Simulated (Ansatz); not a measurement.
# TaN: stress in a strained cell

Aim: deform TaN (equal xx and yy strain of -3 %) and compute stress, forces and field gradients with LAPW, PAW and all-electron datasets made for the crystal.

Method: DFT PBEsol, scalar-relativistic, in Ansatz 0.2.0.

### Step 1. The structure to begin with

It takes space group P-6m2 (No. 187, hexagonal). Conventional cell: a = 2.938 Å, b = 2.938 Å, c = 2.883 Å, α = 90.00°, β = 90.00°, γ = 120.00°. Around Ta (site symmetry -6m2) lie 6 N at 2.23 Å. N (site symmetry -6m2) has 6 Ta at 2.23 Å as nearest neighbours.

Coordinates:

```
Ta N
1.0
     2.93800    0.00000    0.00000
    -1.46900    2.54438    0.00000
     0.00000    0.00000    2.88300
Ta N
1 1
Direct
  0.33333 0.66667 0.50000
  0.00000 0.00000 0.00000
```

Atoms are numbered in the order of the input: Ta1, N2.

### Step 2. The deformed structure

Space group P-6m2 before, P-6m2 after.

### Step 3. LAPW, all electrons

input.yaml reads:

```yaml
crystal:
  lattice:
    - [2.8498588926, 0.0, 0.0]
    - [-1.4249294463, 2.4680501983, 0.0]
    - [0.0, 0.0, 2.883]
  atoms:
    - { symbol: Ta, position: [0.3333333333, 0.6666666667, 0.5] }
    - { symbol: "N", position: [0.0, 0.0, 0.0] }
kpoints:
  mp_grid: { grid: [12, 12, 10] }
  band_path:
    path:
      - [0.0, 0.0, 0.0]
      - [0.5, 0.0, 0.0]
      - [0.3333333333, 0.3333333333, 0.0]
      - [0.0, 0.0, 0.0]
      - [0.0, 0.0, 0.5]
      - [0.5, 0.0, 0.5]
      - [0.3333333333, 0.3333333333, 0.5]
      - [0.0, 0.0, 0.5]
      - [0.5, 0.0, 0.5]
    npoints: 5
scf:
  occupations: { method: fermi_dirac, width: 0.02 }
hamiltonian:
  xc: pbesol
  pseudopotentials: { kind: all_electron, lapw: { basis_error: 0.0005 } }
output:
  forces: true
  stress: true
  eigenvalues: true
```

Command:

```
ansatz run input.yaml --threads 1 --pin off --max-ram 3072MiB --backend cpu --events-out ev --progress --plain --runs-dir out
```

### Step 4. PAW with frozen cores

input.yaml reads:

```yaml
crystal:
  lattice:
    - [2.8498588926, 0.0, 0.0]
    - [-1.4249294463, 2.4680501983, 0.0]
    - [0.0, 0.0, 2.883]
  atoms:
    - { symbol: Ta, position: [0.3333333333, 0.6666666667, 0.5] }
    - { symbol: "N", position: [0.0, 0.0, 0.0] }
kpoints:
  mp_grid: { grid: [12, 12, 10] }
scf:
  occupations: { method: fermi_dirac, width: 0.02 }
hamiltonian:
  xc: pbesol
  pseudopotentials: { kind: paw }
output:
  forces: true
  stress: true
  eigenvalues: true
  efg: { contact_densities: true }
```

### Step 5. Datasets made for this crystal

Edit input.yaml of step 4 so:

```diff
@@ -14,3 +14,3 @@
   xc: pbesol
-  pseudopotentials: { kind: paw }
+  pseudopotentials: { kind: all_electron, datasets: crystal }
 output:
```

(Steps that only read results are left out.)

Before running it: what results should come out? Wanted: pressure; largest shear or deviatoric stress.

**Answer**, as computed:

```
                                 quantity                                              value
                                 pressure  LAPW 18.02, PAW 18.18, crystal datasets 18.02 GPa
largest shear or deviatoric stress (LAPW)                                          12.84 GPa
```

**Reading.** The largest part of the stress beyond the pressure is 12.84 GPa in size, in the zz component; the atoms are carried along and not relaxed. No run of the undeformed cell stands beside it, so the pressure holds what the given cell had before the change. PAW: stress within 0.16 GPa of LAPW. Crystal datasets: stress within 0.01 GPa of LAPW. Spin-orbit coupling is left out, though the cell holds Ta; in elements this heavy it can shift bands and gaps by tenths of an eV.
